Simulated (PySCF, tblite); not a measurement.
# B₁₁N₁₁H₁₄: electronic excitations, NMR shifts

Wanted: electronic excitations, NMR shifts for B₁₁N₁₁H₁₄.

Computed with tblite 0.8.0 and PySCF 2.14.0 and routines of our own; the level stands in each step. Atoms count from 0.

## Step 1: The starting structure

36 atoms, charge 0, multiplicity 1; geometry from: force field, distance geometry or constructed start.

## Step 2: Geometry optimisation with GFN2-xTB

What the job is given:

```
{"job": {"kind": "relax", "xc": "GFN2-xTB", "basis": "xTB"}, "charge": 0, "multiplicity": 1}
N      6.283600     0.708800    -0.001600
B      5.019700     1.438200    -0.006900
N      3.772400     0.708300     0.001000
B      3.766500    -0.735000    -0.006200
N      5.021900    -1.465600     0.003400
B      6.275400    -0.739900    -0.002600
N     -3.767100     0.712300    -0.003300
B     -5.019500     1.438300     0.001500
N     -6.276000     0.708500    -0.000400
B     -6.281500    -0.740200     0.001600
N     -5.025000    -1.465600    -0.002100
B     -3.769700    -0.741400    -0.000000
N      1.252300     0.711300     0.005000
B      0.002200     1.435000    -0.002700
N     -1.257900     0.715700     0.000200
B     -1.257600    -0.738800     0.006300
N      0.000400    -1.462500     0.000900
B      1.254600    -0.742800    -0.001000
B      2.510900     1.437400     0.002500
N      2.514300    -1.463500     0.002700
B     -2.513800     1.439400     0.001500
N     -2.512400    -1.462900    -0.000200
H      7.182800     1.235200     0.006600
H      5.018700     2.601300    -0.001500
H      5.023400    -2.501800     0.000900
H      7.285800    -1.325300     0.002500
H     -5.022200     2.607900    -0.000700
H     -7.180000     1.231200     0.001200
H     -7.291300    -1.324000    -0.002000
H     -5.021800    -2.504000     0.003400
H      0.003600     2.606200    -0.001100
H     -0.001900    -2.503100     0.000200
H      2.510500     2.605700    -0.001900
H      2.513600    -2.505700     0.003700
H     -2.510300     2.607400    -0.003300
H     -2.511000    -2.502200    -0.002900
```

Launch:

```bash
$ OMP_NUM_THREADS=1 python large_run.py task.json out
```

The driver reads the jobs from task.json and runs them one after another.

Standard output:

```text
step      E/eV     max force
  0   -1461.31130    1.432
  1   -1461.53716    1.025
  2   -1461.69106    0.622
  3   -1461.76722    0.591
  4   -1461.80648    0.270
  5   -1461.81911    0.241
  6   -1461.82474    0.122
  7   -1461.82732    0.107
  8   -1461.82999    0.120
  9   -1461.83282    0.104
 10   -1461.83567    0.108
 11   -1461.83831    0.098
 12   -1461.84059    0.086
 13   -1461.84221    0.069
 14   -1461.84324    0.049
 15   -1461.84404    0.060
 16   -1461.84497    0.065
 17   -1461.84590    0.054
 18   -1461.84644    0.040
 19   -1461.84664    0.022
 20   -1461.84675    0.023
 21   -1461.84688    0.028
 22   -1461.84703    0.025
 23   -1461.84715    0.022
 24   -1461.84725    0.029
 25   -1461.84738    0.032
 26   -1461.84759    0.037
 27   -1461.84789    0.048
 28   -1461.84824    0.042
 29   -1461.84856    0.037
 30   -1461.84881    0.035
 31   -1461.84902    0.031
 32   -1461.84919    0.027
 33   -1461.84932    0.020
```

Wall time 1.4 s (1 thread of Arm Neoverse N1, shared host).

Relaxation path:

| step | energy from step 0 (eV) | largest force (eV/Å) |
| --- | --- | --- |
| 0 | 0.0000 | 1.4317 |
| 1 | -0.2259 | 1.0246 |
| 2 | -0.3798 | 0.6219 |
| 3 | -0.4559 | 0.5911 |
| 4 | -0.4952 | 0.2705 |
| 5 | -0.5078 | 0.2417 |
| 6 | -0.5134 | 0.1227 |
| 7 | -0.5160 | 0.1076 |
| 8 | -0.5187 | 0.1200 |
| 9 | -0.5215 | 0.1036 |
| 11 | -0.5270 | 0.0984 |
| 13 | -0.5309 | 0.0693 |
| 15 | -0.5327 | 0.0600 |
| 17 | -0.5346 | 0.0546 |
| 19 | -0.5353 | 0.0224 |
| 21 | -0.5356 | 0.0280 |
| 23 | -0.5358 | 0.0220 |
| 25 | -0.5361 | 0.0320 |
| 27 | -0.5366 | 0.0481 |
| 29 | -0.5373 | 0.0362 |
| 30 | -0.5375 | 0.0352 |
| 31 | -0.5377 | 0.0313 |
| 32 | -0.5379 | 0.0277 |
| 33 | -0.5380 | 0.0193 |

Distances of close pairs at the start and the end, largest changes first:

| bond | before (Å) | after (Å) | change (Å) |
| --- | --- | --- | --- |
| N0–B1 | 1.459 | 1.415 | -0.044 |
| B9–N10 | 1.451 | 1.410 | -0.041 |
| N4–B5 | 1.448 | 1.410 | -0.038 |
| B7–N8 | 1.453 | 1.415 | -0.038 |
| N8–H27 | 1.044 | 1.008 | -0.036 |
| N0–H22 | 1.042 | 1.008 | -0.034 |
| N19–H33 | 1.042 | 1.009 | -0.033 |
| N16–H31 | 1.041 | 1.009 | -0.032 |

The next job starts from the end point, and lists it.

## Step 3: Electronic excitations: TDA wB97X-D/6-31G*

What the job is given:

```
{"job": {"kind": "uv", "basis": "6-31G*", "grid": 1, "kgrid": 0, "vcut": 1.5, "nstates": 6, "ntriplets": 2, "tda": true, "delta": ["ip_vertical"], "pop": true, "xc": "wB97X-D"}, "charge": 0, "multiplicity": 1}
N      6.192071     0.642298    -0.000313
B      4.997002     1.400645    -0.000491
N      3.739107     0.713623    -0.000864
B      3.733557    -0.729619     0.000232
N      4.976550    -1.437090     0.000984
B      6.222788    -0.776972     0.000437
N     -3.739232     0.713336    -0.000726
B     -4.996868     1.400731    -0.000666
N     -6.192083     0.642754    -0.000345
B     -6.223592    -0.776413    -0.000093
N     -4.977625    -1.437201    -0.000090
B     -3.734265    -0.730009    -0.000320
N      1.247018     0.728569     0.000064
B      0.000140     1.433089    -0.000238
N     -1.247073     0.729053    -0.000096
B     -1.244788    -0.716138     0.000431
N     -0.000359    -1.406079     0.000786
B      1.244369    -0.716643     0.000827
B      2.497219     1.425503    -0.000559
N      2.485971    -1.412903     0.000849
B     -2.497467     1.425605    -0.000530
N     -2.486313    -1.412746     0.000415
H      7.069886     1.138715    -0.000117
H      5.044204     2.572643    -0.000242
H      4.954392    -2.445539     0.002995
H      7.233101    -1.376643     0.001163
H     -5.043848     2.572722    -0.000235
H     -7.069691     1.139451     0.000373
H     -7.234898    -1.374344     0.000454
H     -4.955956    -2.445689     0.000409
H      0.001214     2.604117    -0.001209
H     -0.001096    -2.415136     0.000847
H      2.505707     2.596709    -0.001211
H      2.482200    -2.422016     0.000809
H     -2.506429     2.596839    -0.000367
H     -2.481264    -2.421866     0.001313
```

With the program's defaults for keys left out, this is: TDA wB97X-D/6-31G*, vertical, gas phase, core orbitals frozen in the response, virtual orbitals cut by energy.

Standard output:

```text
start: PBE on a coarse grid of 30661 points
cycle   1  E = -883.7412667526  dE =  3.422e+00  |g| = 1.237e+00  |ddm| = 6.608e+00
cycle   2  E = -883.1514490951  dE =  5.898e-01  |g| = 2.024e+00  |ddm| = 2.896e+00
cycle   3  E = -884.0927497764  dE = -9.413e-01  |g| = 2.145e-01  |ddm| = 1.919e+00
cycle   4  E = -884.1039993894  dE = -1.125e-02  |g| = 6.743e-02  |ddm| = 2.386e-01
cycle   5  E = -884.1048587593  dE = -8.594e-04  |g| = 2.738e-02  |ddm| = 6.383e-02
cycle   6  E = -884.1050280744  dE = -1.693e-04  |g| = 8.156e-03  |ddm| = 3.200e-02
final grid: 135417 points
cycle   7  E = -884.8137894979  dE = -1.909e-02  |g| = 7.333e-02  |ddm| = 4.993e-01
cycle   8  E = -884.8149907085  dE = -1.201e-03  |g| = 4.279e-02  |ddm| = 1.028e-01
cycle   9  E = -884.8154420429  dE = -4.513e-04  |g| = 1.560e-02  |ddm| = 3.839e-02
cycle  10  E = -884.8155121134  dE = -7.007e-05  |g| = 3.327e-03  |ddm| = 1.834e-02
cycle  11  E = -884.8155195279  dE = -7.415e-06  |g| = 1.078e-03  |ddm| = 4.408e-03
cycle  12  E = -884.8155182795  dE =  1.248e-06  |g| = 4.222e-04  |ddm| = 1.480e-03
cycle  13  E = -884.8155196818  dE = -1.402e-06  |g| = 8.151e-05  |ddm| = 6.365e-04
converged SCF energy = -884.8155196818
Vertical ionisation energy (delta-SCF) = 8.6727 eV   <S^2> = 0.769

Static polarisability (au): isotropic 184.587, principal 85.252 180.735 287.776

Singlet excitations
state   eV       nm        f      main configurations
  1   6.7187    184.5   0.07315   H->L 0.59, H-2->L+1 0.17, H-1->L+2 0.09
  2   6.8410    181.2   0.10825   H-2->L 0.37, H->L+1 0.27, H-4->L+1 0.08
  3   6.9740    177.8   0.73327   H-1->L 0.55, H-2->L 0.16
  4   7.3845    167.9   0.01940   H-3->L 0.32, H-1->L+1 0.25, H->L+3 0.19
  5   7.4012    167.5   2.29022   H->L+2 0.57, H->L+1 0.14
  6   7.6200    162.7   0.02275   H-1->L+2 0.20, H->L 0.19, H-2->L+1 0.14

Triplet excitations (Tamm-Dancoff, eV): 6.3148 6.3420
```

Run time: 4.3 min. Hardware: 1 thread of Arm Neoverse N1, shared host; peak memory 0.6 GiB.

The orbitals next to the gap, with their largest atomic shares:

| orbital | eV | atoms |
| --- | --- | --- |
| HOMO−4 | -10.20 | N0 18 %, N8 18 %, N16 12 % |
| HOMO−3 | -9.73 | N10 18 %, N4 18 %, N16 12 % |
| HOMO−2 | -9.42 | N2 14 %, N6 14 %, N0 14 % |
| HOMO−1 | -9.06 | N4 14 %, N10 14 %, N19 13 % |
| HOMO | -8.67 | N16 23 %, N21 17 %, N19 17 % |
| LUMO | 1.88 | B13 22 %, B20 18 %, B18 17 % |
| LUMO+1 | 2.38 | B1 17 %, B7 17 %, B9 12 % |
| LUMO+2 | 2.90 | B17 17 %, B15 17 %, B3 11 % |
| LUMO+3 | 3.08 | B13 22 %, B7 15 %, B1 15 % |

With each of the 6 states as a Gaussian band of 0.4 eV half-width at 1/e, the curve within the window shown has maxima at 169 nm (ε 110,000) L/(mol cm). Beyond the last state computed it falls off for lack of states. The curve at chosen wavelengths:

nm, ε (L/mol/cm) and a bar:
```
      157      18014 #####
      159      32278 #########
      161      50788 ##############
      163      70930 ####################
      164      80433 #######################
      166      95921 ###########################
      168     104529 ##############################
      170     105486 ##############################
      172      99996 ############################
      174      90333 ##########################
      175      84669 ########################
      177      72815 #####################
      179      61195 #################
      181      50368 ##############
      183      40532 ###########
      185      31770 #########
      186      27817 ########
      188      20815 ######
      190      15055 ####
      192      10515 ###
      194       7093 ##
      196       4625 #
      197       3689 #
      199       2292 
      201       1381 
      203        809
```

Leading natural transition orbitals of singlet state 5: the hole lies on N16 34 %; N19, N21 about 16 % each; the particle on B15, B17 about 22 % each; B3, B11 about 6 % each.

Leading natural transition orbitals of singlet state 1: the hole lies on N16, N19, N21 about 13 % each; N0, N8 about 9 % each; 4 N atoms about 6 % each; the particle on B13, B18, B20 about 12 % each; 4 B atoms about 8 % each.

Ground-state properties from the same run:

| property | computed |
| --- | --- |
| dipole moment (D) | 5.55 |
| polarisability (Å³) | 27.35 |
| HOMO–LUMO gap (eV) | 10.55 |
| −ε(HOMO) (eV) | 8.67 |

Orbitals, density, ELF and potential are computed afterwards from the orbital file.

Frontier orbitals at wB97X-D/6-31G*, with the share of their density that lies nearest to each atom:

| orbital | energy (eV) | lies on |
| --- | --- | --- |
| HOMO | -8.67 | N16 22 %; N19, N21 about 16 % each |
| LUMO | 1.88 | B13, B18 about 16 % each; B20 14 %; 4 B atoms about 6 % each |

ELF in a plane through or near 36 of the atoms.

Ten even steps from '0' (0.00) to '9' (1.00):
```
0000000000000000000000000000
0000000000000000000000000000
0000001100200110020011000000
0000039902960880692099300000
0000059926990990996299500000
0000019926990990995299100000
0006417713650660563177146000
0009963677977227797753699000
0008938456281782836548398000
0000564177067337607714650000
0001352155034224304512531000
0079897731678889762377989700
0099937467283663827647399900
0089926823860770683286299800
0039708912970990892298079300
0001008911970990792198001000
0000001300300110030031000000
0000000000000000000000000000
0000000000000000000000000000
0000000000000000000000000000
```
The map spans 19.7 Å across and 10.4 Å up, centred on the molecule. Atoms in the plane (x, y in Å): N0 (-6.2, 0.6), B1 (-5.0, 1.4), N2 (-3.7, 0.7), B3 (-3.7, -0.7), N4 (-5.0, -1.4), B5 (-6.2, -0.8), N6 (3.7, 0.7), B7 (5.0, 1.4), N8 (6.2, 0.6), B9 (6.2, -0.8), N10 (5.0, -1.4), B11 (3.7, -0.7), N12 (-1.2, 0.7), B13 (0.0, 1.4), N14 (1.2, 0.7), B15 (1.2, -0.7), N16 (0.0, -1.4), B17 (-1.2, -0.7), B18 (-2.5, 1.4), N19 (-2.5, -1.4), B20 (2.5, 1.4), N21 (2.5, -1.4), H22 (-7.1, 1.1), H23 (-5.0, 2.6), H24 (-5.0, -2.4), H25 (-7.2, -1.4), H26 (5.0, 2.6), H27 (7.1, 1.1), H28 (7.2, -1.4), H29 (5.0, -2.4), H30 (0.0, 2.6), H31 (0.0, -2.4), H32 (-2.5, 2.6), H33 (-2.5, -2.4), H34 (2.5, 2.6), H35 (2.5, -2.4).

On the surface of density 0.002 e/bohr³ the electrostatic potential runs, from the 1st to the 99th percentile, from -0.81 to 2.17 V.

## Step 4: NMR shifts: GIAO KT3/pcSseg-1

Settings changed since step 3:

```diff
@@ -1,2 +1,2 @@
-{"job": {"kind": "uv", "basis": "6-31G*", "grid": 1, "kgrid": 0, "vcut": 1.5, "nstates": 6, "ntriplets": 2, "tda": true, "delta": ["ip_vertical"], "pop": true, "xc": "wB97X-D"}, "charge": 0, "multiplicity": 1}
+{"job": {"kind": "nmr", "xc": "KT3", "basis": "pcSseg-1", "pop": false}, "charge": 0, "multiplicity": 1}
 N      6.192071     0.642298    -0.000313
```

With the program's defaults for keys left out, this is: GIAO KT3/pcSseg-1 NMR shielding, non-relativistic, gas phase.

Standard output:

```text
start: PBE on a coarse grid of 30661 points
cycle   1  E = -883.4022967491  dE =  3.336e+00  |g| = 1.236e+00  |ddm| = 5.878e+00
cycle   2  E = -882.7857297539  dE =  6.166e-01  |g| = 2.074e+00  |ddm| = 2.627e+00
cycle   3  E = -883.7414141349  dE = -9.557e-01  |g| = 2.134e-01  |ddm| = 1.775e+00
cycle   4  E = -883.7522920825  dE = -1.088e-02  |g| = 6.820e-02  |ddm| = 2.227e-01
cycle   5  E = -883.7531431632  dE = -8.511e-04  |g| = 2.669e-02  |ddm| = 5.688e-02
cycle   6  E = -883.7532945510  dE = -1.514e-04  |g| = 9.204e-03  |ddm| = 2.983e-02
final grid: 287488 points
cycle   7  E = -899.1260940015  dE = -4.467e-02  |g| = 1.396e-01  |ddm| = 5.137e-01
cycle   8  E = -899.1186899818  dE =  7.404e-03  |g| = 2.320e-01  |ddm| = 2.417e-01
cycle   9  E = -899.1302965673  dE = -1.161e-02  |g| = 1.410e-02  |ddm| = 1.517e-01
cycle  10  E = -899.1303437807  dE = -4.721e-05  |g| = 5.227e-03  |ddm| = 1.809e-02
cycle  11  E = -899.1303498414  dE = -6.061e-06  |g| = 2.020e-03  |ddm| = 4.982e-03
cycle  12  E = -899.1303506434  dE = -8.019e-07  |g| = 4.377e-04  |ddm| = 1.917e-03
cycle  13  E = -899.1303521356  dE = -1.492e-06  |g| = 1.502e-04  |ddm| = 4.256e-04
cycle  14  E = -899.1303503597  dE =  1.776e-06  |g| = 5.067e-05  |ddm| = 1.483e-04
converged SCF energy = -899.1303503597

GIAO shielding tensors (ppm)
atom      isotropic    diamagn.    paramagn.     s11        s22        s33       span
  0 N      125.194     318.396    -193.201     -7.194    160.342    222.435    229.629
  1 B       72.550     196.294    -123.744     50.448     61.033    106.169     55.720
  2 N      107.099     333.318    -226.219     20.231     34.897    266.167    245.936
  3 B       81.107     201.150    -120.043     62.592     75.329    105.399     42.808
  4 N      142.511     327.336    -184.825     43.239    174.501    209.792    166.554
  5 B       77.102     195.466    -118.364     51.945     67.095    112.267     60.322
  6 N      107.066     333.295    -226.229     20.188     34.887    266.122    245.934
  7 B       72.550     196.290    -123.740     50.449     61.037    106.164     55.716
  8 N      125.155     318.402    -193.247     -7.294    160.358    222.401    229.696
  9 B       77.102     195.444    -118.341     51.951     67.090    112.266     60.315
 10 N      142.603     327.323    -184.720     43.418    174.483    209.909    166.491
 11 B       81.105     201.169    -120.063     62.580     75.352    105.384     42.803
 12 N      106.154     342.654    -236.500     21.634     32.994    263.834    242.199
 13 B       66.137     200.846    -134.710     50.884     51.658     95.868     44.984
 14 N      106.214     342.650    -236.436     21.755     33.011    263.877    242.123
 15 B       80.365     203.375    -123.009     60.635     77.923    102.539     41.904
 16 N      162.508     338.046    -175.538    101.639    190.011    195.874     94.235
 17 B       80.380     203.376    -122.997     60.624     77.976    102.540     41.916
 18 B       66.420     200.249    -133.829     50.701     52.473     96.087     45.386
 19 N      162.242     334.543    -172.300    101.256    189.091    196.380     95.124
 20 B       66.425     200.244    -133.819     50.699     52.482     96.095     45.396
 21 N      162.234     334.557    -172.323    101.256    189.081    196.364     95.108
 22 H       25.996      20.352       5.644     21.971     25.544     30.472      8.501
 23 H       26.885      29.377      -2.493     23.686     28.296     28.672      4.985
 24 H       27.089      31.509      -4.419     21.770     28.281     31.217      9.447
 25 H       27.240      23.088       4.152     24.293     27.483     29.945      5.652
 26 H       26.885      29.378      -2.493     23.686     28.298     28.672      4.986
 27 H       25.997      20.359       5.638     21.972     25.548     30.470      8.498
 28 H       27.241      23.084       4.157     24.294     27.488     29.940      5.645
 29 H       27.089      31.499      -4.410     21.767     28.273     31.225      9.458
 30 H       26.481      36.279      -9.798     22.765     27.786     28.891      6.126
 31 H       28.252      39.842     -11.591     21.462     30.544     32.750     11.288
 32 H       26.530      34.927      -8.397     22.919     27.805     28.866      5.947
 33 H       28.223      38.364     -10.141     21.636     30.239     32.793     11.157
 34 H       26.530      34.925      -8.395     22.918     27.806     28.865      5.947
 35 H       28.223      38.361     -10.138     21.636     30.242     32.792     11.156
```

It took 92 s on 1 thread of Arm Neoverse N1, shared host; peak memory 0.63 GiB.

The references, computed at this level on geometries of the same kind, shield at (ppm): $^{1}$H TMS 31.76, $^{15}$N NH3 264.4, $^{11}$B BF3·OEt2 100.0. Their shielding less the atom's gives the shift. The references are single molecules in the gas phase, so shifts against H2O, NH3, PH3, H3PO4 or CFCl3 are not on the usual liquid scales and can be off by tens of ppm. Atoms listed in one row are averaged.

| atoms | environment | σ (ppm) | δ (ppm) |
| --- | --- | --- | --- |
| H22, H27 | hydrogen on a nitrogen bonded to 2 B | 26.00 | 5.76 |
| H30 | hydrogen on a boron bonded to 2 N | 26.48 | 5.28 |
| H32, H34 | hydrogen on a boron bonded to 2 N | 26.53 | 5.23 |
| H23, H26 | hydrogen on a boron bonded to 2 N | 26.89 | 4.87 |
| H24, H29 | hydrogen on a nitrogen bonded to 2 B | 27.09 | 4.67 |
| H25, H28 | hydrogen on a boron bonded to 2 N | 27.24 | 4.52 |
| H33, H35 | hydrogen on a nitrogen bonded to 2 B | 28.22 | 3.54 |
| H31 | hydrogen on a nitrogen bonded to 2 B | 28.25 | 3.51 |
| N12, N14 | nitrogen bonded to 3 B | 106.2 | 158.2 |
| N2, N6 | nitrogen bonded to 3 B | 107.1 | 157.3 |
| N0, N8 | nitrogen bonded to 2 B, H | 125.2 | 139.2 |
| N4, N10 | nitrogen bonded to 2 B, H | 142.6 | 121.8 |
| N19, N21 | nitrogen bonded to 2 B, H | 162.2 | 102.2 |
| N16 | nitrogen bonded to 2 B, H | 162.5 | 101.9 |
| B13 | boron bonded to 2 N, H | 66.1 | 33.8 |
| B18, B20 | boron bonded to 2 N, H | 66.4 | 33.6 |
| B1, B7 | boron bonded to 2 N, H | 72.5 | 27.4 |
| B5, B9 | boron bonded to 2 N, H | 77.1 | 22.9 |
| B15, B17 | boron bonded to 3 N | 80.4 | 19.6 |
| B3, B11 | boron bonded to 3 N | 81.1 | 18.9 |

Ring of atoms N0, B1, N2, B3, N4, B5: NICS(0) -1.8, NICS(1) -2.3, NICS(1)zz -1.9 ppm (means of both faces).

Ring of atoms N2, B3, N12, B17, B18, N19: NICS(0) -1.5, NICS(1) -2.0, NICS(1)zz 0.4 ppm (means of both faces).

Ring of atoms N12, B13, N14, B15, N16, B17: NICS(0) -1.3, NICS(1) -1.8, NICS(1)zz 1.0 ppm (means of both faces).

## Step 5: Summary of results

| quantity | value |
| --- | --- |
| lowest singlet (wB97X-D/6-31G*) | 6.72 eV (185 nm), f = 0.073 |
| brightest single state of those computed | state 5, 7.40 eV, f = 2.290 |
| lowest triplet | 6.31 eV |
| surface potential, 1st and 99th percentile | -0.81 V and 2.17 V |
| $^{1}$H shifts against TMS (KT3/pcSseg-1, means over atoms taken as alike) | 5.76, 5.28, 5.23, 4.87, 4.67, 4.52, 3.54, 3.51 ppm |
| $^{15}$N shifts against NH3 (KT3/pcSseg-1, means over atoms taken as alike) | 158.2, 157.3, 139.2, 121.8, 102.2, 101.9 ppm |
| $^{11}$B shifts against BF3·OEt2 (KT3/pcSseg-1, means over atoms taken as alike) | 33.8, 33.6, 27.4, 22.9, 19.6, 18.9 ppm |

**Reading.** The first singlet state (HOMO→LUMO 0.59, HOMO−2→LUMO+1 0.17) lies at 6.72 eV and is bright; of the 6 states computed, the strongest absorption comes from state 5 at 7.40 eV. The lowest triplet lies 0.40 eV below the lowest singlet. The basis of wB97X-D/6-31G* has no diffuse functions, so Rydberg states are missing and the high states are unreliable.
